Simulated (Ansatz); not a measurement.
# FH7O3Si3: one species, many methods

An exercise on one series of results from a longer session: the logs are not shown, and one member is left open.

The runs use Ansatz 0.2.0, Gaussian basis; functionals in def2-TZVPP, the program's frozen cores in correlated methods.

Levels to be run: PBE-D4, r2SCAN-D4, PBE0-D4, B3LYP-D4, ωB97X-V, ωB97M-V, B2PLYP; CCSD(T)/def2-TZVPP; MP2/def2-QZVPP; extrapolation to the limit.

### Structure used throughout

The geometry comes from an earlier relaxation with PBE0-D4 in a triple-zeta def2 set; it is a stationary point, not always the lowest conformer.

SMILES `O[Si](F)(O[SiH3])O[SiH3]`, 14 atoms, charge 0, spin multiplicity 1.

Atoms are counted from 1 here; the program's logs count them from 0.

Bond lengths: O1–Si2 1.619 Å, O1–H8 0.957 Å, Si2–F3 1.584 Å, Si2–O4 1.612 Å, Si2–O6 1.602 Å, O4–Si5 1.640 Å, Si5–H9 1.484 Å, Si5–H10 1.485 Å, Si5–H11 1.482 Å, O6–Si7 1.639 Å, Si7–H12 1.484 Å, Si7–H13 1.482 Å, Si7–H14 1.484 Å. Angles: Si2–O1–H8 118.8°, O1–Si2–F3 110.3°, O1–Si2–O4 110.9°, O1–Si2–O6 108.5°, F3–Si2–O4 107.3°, F3–Si2–O6 107.7°, O4–Si2–O6 112.1°, Si2–O4–Si5 146.5°, O4–Si5–H9 110.0°, O4–Si5–H10 109.9°, O4–Si5–H11 107.8°, H9–Si5–H10 109.5°, H9–Si5–H11 109.8°, H10–Si5–H11 109.8°, Si2–O6–Si7 150.0°, O6–Si7–H12 110.3°, O6–Si7–H13 108.8°, O6–Si7–H14 108.4° and more.

The first run:

in.yaml reads:

```yaml
crystal:
  periodic: [false, false, false]
  atoms:
    - {symbol: O, position_ang: [-1.746085, -1.494018, 0.671059]}
    - {symbol: Si, position_ang: [-0.737861, -0.244037, 0.873703]}
    - {symbol: F, position_ang: [-0.852290, 0.321656, 2.348797]}
    - {symbol: O, position_ang: [-1.105253, 0.960587, -0.131711]}
    - {symbol: Si, position_ang: [-0.588364, 2.329266, -0.873735]}
    - {symbol: O, position_ang: [0.763713, -0.764184, 0.667450]}
    - {symbol: Si, position_ang: [1.827091, -1.776762, -0.060829]}
    - {symbol: H, position_ang: [-2.687926, -1.325229, 0.636828]}
    - {symbol: H, position_ang: [-0.548376, 3.449177, 0.098854]}
    - {symbol: H, position_ang: [0.767511, 2.114572, -1.440429]}
    - {symbol: H, position_ang: [-1.544317, 2.642423, -1.962392]}
    - {symbol: H, position_ang: [1.107854, -2.732598, -0.939367]}
    - {symbol: H, position_ang: [2.576222, -2.515599, 0.983516]}
    - {symbol: H, position_ang: [2.768082, -0.965256, -0.871753]}
basis:
  gaussian: {orbitals: def2-TZVPP}
hamiltonian: {xc: pbe, dispersion: d4}
output: {forces: true, orbitals: {seedname: orbitals}}
```

Started as:

```bash
$ ansatz run in.yaml --threads 2 --pin off --events-out ev --progress --plain --max-ram 32768MiB --backend cuda --devices 0, --max-vram 18GiB
```

Steps of the session up to this table: PBE-D4 (GGA); r2SCAN-D4 (meta-GGA); PBE0-D4 (hybrid); B3LYP-D4 (hybrid); ωB97X-V (range-separated); ωB97M-V (range-separated); B2PLYP (double hybrid); CCSD(T) in def2-TZVPP; MP2 in def2-QZVPP.

One table of the session follows, with a row left open; its other results are not shown here.

```
            method  atomisation energy (kJ/mol)
            PBE-D4                       5350.5
         r2SCAN-D4                       5376.8
           PBE0-D4                       5276.3
          B3LYP-D4                       5350.7
           ωB97X-V                       5402.6
           ωB97M-V                            ?
            B2PLYP                       5316.4
     HF/def2-TZVPP                       4012.6
    MP2/def2-TZVPP                       5372.4
   CCSD/def2-TZVPP                       5189.6
CCSD(T)/def2-TZVPP                       5253.7
           MP2/CBS                       5537.1
       CCSD(T)/CBS                       5418.4
```

Estimate the missing values for ωB97M-V.

The run gave: atomisation energy (kJ/mol): 5391.5. In the column «atomisation energy (kJ/mol)» it lies between r2SCAN-D4 (5376.8) and ωB97X-V (5402.6).
